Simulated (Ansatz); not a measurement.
# ClH5OSi2: the cost of one run

Program: Ansatz 0.2.0, driven from Python. Level of theory: Hartree-Fock/cc-pVDZ. These are calculated values, not measurements.

## Step 1: Starting point

Bond lengths: O1–Si2 1.667 Å, Si2–Si3 2.290 Å, Si2–Cl4 1.974 Å, O1–H5 1.029 Å, Si2–H6 1.498 Å, Si3–H7 1.552 Å, Si3–H8 1.461 Å, Si3–H9 1.516 Å. Angles: O1–Si2–Si3 111.1°, O1–Si2–Cl4 104.4°, O1–Si2–H6 108.9°, Si3–Si2–Cl4 111.6°, Si3–Si2–H6 113.2°, Cl4–Si2–H6 107.2°, Si2–O1–H5 112.1°, Si2–Si3–H7 110.5°, Si2–Si3–H8 112.2°, Si2–Si3–H9 111.5°, H7–Si3–H8 105.5°, H7–Si3–H9 105.3°, H8–Si3–H9 111.5°.

The script holds or builds the structure itself.

## Step 2: Script

scan_clh5osi2.py

```python
import ansatz as az
import numpy as np

system = (
    az.Crystal.molecule()
    .atom("O", [0.6064, 1.149, -1.5152])
    .atom("Si", [-0.2139, 0.8466, -0.0955])
    .atom("Si", [0.3089, -1.2225, 0.7351])
    .atom("Cl", [-2.1197, 0.9682, -0.5939])
    .atom("H", [-0.0334, 1.3378, -2.2985])
    .atom("H", [0.0623, 1.9574, 0.8713])
    .atom("H", [1.8176, -1.2997, 1.089])
    .atom("H", [0.0816, -2.2834, -0.2434])
    .atom("H", [-0.4213, -1.4997, 2.034])
)

symbols = [site.symbol for site in system.cartesian_sites]
start = np.array([site.position_ang for site in system.cartesian_sites])
axis = (start[4] - start[0]) / np.linalg.norm(start[4] - start[0])
moving = [4]
lengths, energies = [0.905, 0.947, 0.988, 1.029, 1.07, 1.111, 1.152, 1.214], []
for length in lengths:
    xyz = start.copy()
    xyz[moving] += (length - np.linalg.norm(start[4] - start[0])) * axis
    point = az.Crystal.molecule()
    for symbol, place in zip(symbols, xyz):
        point = point.atom(symbol, place.tolist())
    setup = (
        point.calculation()
        .basis(gaussian="cc-pVDZ")
        .functional("hf")
    )
    summary = setup.run(threads=1, backend="cpu").report
    energies.append(summary["free_energy_ev"])
    print(f"r = {length:6.3f} A  E = {energies[-1]:.5f} eV  <S^2> = {abs(summary['mean_field']['state']['spin_squared']):.3f}")

fit = np.polynomial.Polynomial.fit(lengths, np.array(energies) - min(energies), 4).convert()
roots = [r.real for r in fit.deriv().roots() if abs(r.imag) < 1e-9 and fit.deriv(2)(r.real) > 0]
r_e = min(roots, key=lambda r: abs(r - lengths[int(np.argmin(energies))]))
print(f"minimum of the fit at {r_e:.4f} A, force constant {fit.deriv(2)(r_e):.2f} eV/A^2")
```

## Step 3: The run

Run with:

```bash
> python scan_clh5osi2.py
```

Q: Estimate wall time and peak memory on 1 thread of Arm Neoverse V1, shared host.

About 11 s, with a peak of 0.24 GiB.
